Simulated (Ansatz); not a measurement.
# NbTe4: the cost of one run

Computed with Ansatz 0.2.0 (DFT PBEsol, scalar-relativistic, plane waves, PAW, unless a step's input says otherwise).

## 1. The starting structure

The structure is tetragonal, space group P4/mcc (No. 124). Conventional cell: a = 6.499 Å, b = 6.499 Å, c = 6.837 Å, α = 90.00°, β = 90.00°, γ = 90.00°. Around Nb (site symmetry 422) lie 8 Te at 2.90 Å. Around Te (site symmetry m) lie 1 Te at 2.87 Å and 2 Nb at 2.90 Å.

As a file:

```
CELL_PARAMETERS angstrom
6.49900 0.00000 0.00000
0.00000 6.49900 0.00000
0.00000 0.00000 6.83700
ATOMIC_POSITIONS crystal
Nb 0.00000 0.00000 0.25000
Nb 0.00000 0.00000 0.75000
Te 0.14250 0.33160 0.00000
Te 0.66840 0.14250 0.00000
Te 0.85750 0.66840 0.00000
Te 0.33160 0.85750 0.00000
Te 0.85750 0.33160 0.50000
Te 0.33160 0.14250 0.50000
Te 0.14250 0.66840 0.50000
Te 0.66840 0.85750 0.50000
```

Source of the structure: the Crystallography Open Database.

(A quick probe on a coarse mesh, which set the mesh and smearing, is not shown.)

## 3. Full relaxation

Contents of input.yaml:

```yaml
crystal:
  lattice:
    - [6.499, 0.0, 0.0]
    - [0.0, 6.499, 0.0]
    - [0.0, 0.0, 6.837]
  atoms:
    - { symbol: Nb, position: [0.0, 0.0, 0.25] }
    - { symbol: Nb, position: [0.0, 0.0, 0.75] }
    - { symbol: Te, position: [0.1425, 0.3316, 0.0] }
    - { symbol: Te, position: [0.6684, 0.1425, 0.0] }
    - { symbol: Te, position: [0.8575, 0.6684, 0.0] }
    - { symbol: Te, position: [0.3316, 0.8575, 0.0] }
    - { symbol: Te, position: [0.8575, 0.3316, 0.5] }
    - { symbol: Te, position: [0.3316, 0.1425, 0.5] }
    - { symbol: Te, position: [0.1425, 0.6684, 0.5] }
    - { symbol: Te, position: [0.6684, 0.8575, 0.5] }
basis:
  ecutwfc: 420
kpoints:
  mp_grid: { grid: [6, 6, 6] }
hamiltonian:
  xc: pbesol
scf:
  occupations: { method: gaussian, width: 0.1 }
output:
  forces: true
  stress: true
  eigenvalues: true
  write_density: true
  write_potential: true
  elf: true
  volumetric_format: npy
relax:
  adjacent_minimum: "off"
  f_tol: 0.005
  max_steps: 80
  cell: { stress_tol: 0.05 }
```

Started as:

```sh
$ ansatz run input.yaml --threads 4 --pin off --max-ram 10240MiB --backend cpu --events-out ev --progress --plain --runs-dir out
```

**Question.** How long does this run take on 4 threads of AMD EPYC (Zen 3), shared host, and how much memory does it need?

About 2.3 min, with a peak of 1.4 GiB.
